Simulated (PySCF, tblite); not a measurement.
# C₅H₁₁BS: geometry, infrared bands and NMR shifts

Wanted: the infrared bands and NMR shifts of C₅H₁₁BS (`B[C@@H]1C[C@]1(C)SC`), by calculation.

Programs: tblite 0.8.0 and PySCF 2.14.0, with density-fitted response routines of our own. Each step states its level of theory. These are calculated values for one molecule in the gas phase, unless marked as measured. Atoms are numbered from 0 throughout.

## 1. The molecule as given

18 atoms, charge 0, multiplicity 1; geometry from: force field or distance geometry start.

Bonds of the start (Å): B0–C1 1.59, C1–C2 1.52, C2–C3 1.52, C3–C4 1.55, C3–S5 1.83, S5–C6 1.83, C3–C1 1.54, B0–H7 1.18, B0–H8 1.18, C1–H9 1.12, C2–H10 1.12, C2–H11 1.12, C4–H12 1.11, C4–H13 1.11, C4–H14 1.10, C6–H15 1.09, C6–H16 1.12, C6–H17 1.12.

## 2. Optimising the geometry with GFN2-xTB

The job: settings as JSON, then the geometry in Å.

```
{"job": {"kind": "relax", "xc": "GFN2-xTB", "basis": "xTB"}, "charge": 0, "multiplicity": 1}
B     -0.697700    -1.474500    -1.619800
C     -0.708000    -1.121700    -0.067700
C     -1.781700    -0.127600     0.335900
C     -0.325300     0.292700     0.391500
C      0.228600     0.434000     1.827100
S      0.120300     1.557400    -0.847800
C      1.893000     1.124600    -0.912800
H     -1.645700    -1.980800    -2.101300
H      0.263400    -1.289300    -2.272700
H     -0.601200    -1.948600     0.686700
H     -2.371500     0.326900    -0.505400
H     -2.281500    -0.348700     1.308200
H      0.018400     1.462400     2.201300
H      1.329900     0.267000     1.810500
H     -0.226700    -0.286800     2.525300
H      2.353600     1.627300    -1.768600
H      2.401800     1.472500     0.016600
H      2.021500     0.019700    -1.018700
```

The run is started by

```sh
> OMP_NUM_THREADS=1 python probes_run.py task.json out
```

One launch serves the whole session: the jobs run in the order shown.

**Question.** This job is followed by: GFN2-xTB harmonic vibrations, gas phase; GIAO PBE0/pcSseg-1 NMR shielding, non-relativistic, gas phase. What will the session give for the following? strongest single infrared mode (GFN2-xTB); zero-point energy (GFN2-xTB); ¹³C shifts against TMS (PBE0/pcSseg-1); ¹H shifts against TMS (PBE0/pcSseg-1, means over atoms taken as alike); ¹¹B shifts against BF3·OEt2 (PBE0/pcSseg-1); ³³S shifts against CS2 (PBE0/pcSseg-1).

**Answer**, as computed:

| quantity | value |
| --- | --- |
| strongest single infrared mode (GFN2-xTB) | 2666 cm⁻¹, 131 km/mol |
| zero-point energy (GFN2-xTB) | 91.8 kcal/mol |
| ¹³C shifts against TMS (PBE0/pcSseg-1) | 53.1, 37.9, 33.3, 30.9, 28.9 ppm |
| ¹H shifts against TMS (PBE0/pcSseg-1, means over atoms taken as alike) | 7.65, 2.13, 1.75, 1.68, 1.68, 1.32 ppm |
| ¹¹B shifts against BF3·OEt2 (PBE0/pcSseg-1) | 88.2 ppm |
| ³³S shifts against CS2 (PBE0/pcSseg-1) | 39 ppm |

What this shows: The optimisation took 146 steps and gained 0.554 eV; among the close pairs (by a distance rule), B0–C1 changed most, from 1.592 to 1.539 Å. No mode is imaginary among the 48: a minimum at this level. The strongest single mode, at 2666 cm⁻¹, moves mainly H8. Unscaled tight-binding wavenumbers are off by several per cent, some by more. Its intensities can rank the bands wrongly. At PBE0/pcSseg-1: The widest tensor belongs to S5: span 375 ppm, with a paramagnetic part of -593 ppm.
